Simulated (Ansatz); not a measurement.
# F₂H₂O₃W: up Jacob's ladder to CCSD(T)

The task here is to estimate one member of a computed series from the others.

The runs use Ansatz 0.2.0, Gaussian basis; functionals in def2-TZVPP, the program's frozen cores in correlated methods.

Levels to be run: LDA (SPW92), PBE-D4, revPBE-D4, BLYP-D4, r2SCAN-D4, B97M-V, PBE0-D4, B3LYP-D4, r2SCANh-D4, r2SCAN0-D4, HSE06-D4, BHLYP-D4, CAM-B3LYP-D4, LC-ωPBE, ωB97X-V, ωB97M-V, B2PLYP, PBE-QIDH; CCSD(T)/def2-SVP; CCSD(T)/def2-TZVPP; MP2/def2-QZVPP; extrapolation to the limit; RPA on PBE.

## Structure used throughout

An earlier PBE0-D4 in a triple-zeta def2 set relaxation fixed the geometry. W takes the def2 core potential; no spin-orbit term is included.

8 atoms, charge 0, spin multiplicity 1.

Atoms are counted from 1 here; the program's logs count them from 0.

Bond lengths: O1–W2 1.681 Å, W2–O3 1.885 Å, W2–O4 1.882 Å, W2–F5 1.878 Å, W2–F6 1.859 Å, O3–H7 0.960 Å, O4–H8 0.959 Å. Angles: O1–W2–O3 108.4°, O1–W2–O4 99.4°, O1–W2–F5 110.8°, O1–W2–F6 104.0°, O3–W2–O4 90.4°, O3–W2–F5 140.7°, O3–W2–F6 85.1°, O4–W2–F5 85.7°, O4–W2–F6 156.3°, F5–W2–F6 83.1°, W2–O3–H7 122.0°, W2–O4–H8 128.0°.

Set-up of the first run:

Contents of in.yaml:

```yaml
crystal:
  periodic: [false, false, false]
  atoms:
    - {symbol: O, position_ang: [-1.389241, -0.414850, 1.311371]}
    - {symbol: W, position_ang: [-0.345404, 0.283111, 0.194428]}
    - {symbol: O, position_ang: [1.419564, 0.089233, 0.827587]}
    - {symbol: O, position_ang: [-0.106708, -1.181913, -0.962364]}
    - {symbol: F, position_ang: [-1.305842, 1.062863, -1.219125]}
    - {symbol: F, position_ang: [-0.187748, 2.045191, 0.764055]}
    - {symbol: H, position_ang: [1.839479, -0.770679, 0.909862]}
    - {symbol: H, position_ang: [0.168099, -1.170057, -1.881515]}
basis:
  gaussian: {orbitals: def2-TZVPP}
hamiltonian: {xc: lda}
output: {orbitals: {seedname: orbitals}}
```

Steps of the session up to this table: LDA; PBE-D4 (GGA); revPBE-D4 (GGA); BLYP-D4 (GGA); r2SCAN-D4 (meta-GGA); B97M-V (meta-GGA); PBE0-D4 (hybrid); B3LYP-D4 (hybrid); r2SCANh-D4 (hybrid); r2SCAN0-D4 (hybrid); HSE06-D4 (hybrid); BHLYP-D4 (hybrid); CAM-B3LYP-D4 (range-separated); LC-ωPBE-D4 (range-separated; the results give it without D4); ωB97X-V (range-separated); ωB97M-V (range-separated); B2PLYP (double hybrid); PBE-QIDH (double hybrid).

One table of the session follows, with a row left open; its other results are not shown here.

It belongs to the step «Orbital energies across the functionals». 

```
  functional  HOMO (eV)  LUMO (eV)  gap (eV)
 LDA (SPW92)      -8.33      -4.11      4.23
      PBE-D4      -8.08      -3.84      4.24
   revPBE-D4      -7.99      -3.73      4.26
     BLYP-D4      -7.99      -3.77      4.22
   r2SCAN-D4      -8.50      -3.81      4.69
      B97M-V      -8.57      -3.77      4.79
     PBE0-D4      -9.80      -3.11      6.69
    B3LYP-D4      -9.53      -3.37      6.17
  r2SCANh-D4      -9.14      -3.52      5.61
  r2SCAN0-D4     -10.10      -3.08      7.02
    HSE06-D4      -9.39      -3.49      5.89
    BHLYP-D4     -11.46      -2.23      9.23
CAM-B3LYP-D4     -11.28      -2.02      9.27
     LC-ωPBE     -12.60      -0.74     11.86
     ωB97X-V     -12.24      -0.84     11.41
     ωB97M-V          ?          ?         ?
```

Estimate the missing values for ωB97M-V.

**Answer.** HOMO (eV): -12.18; LUMO (eV): -0.88; gap (eV): 11.30. In the column «HOMO (eV)» it lies between ωB97X-V (-12.24) and BHLYP-D4 (-11.46).
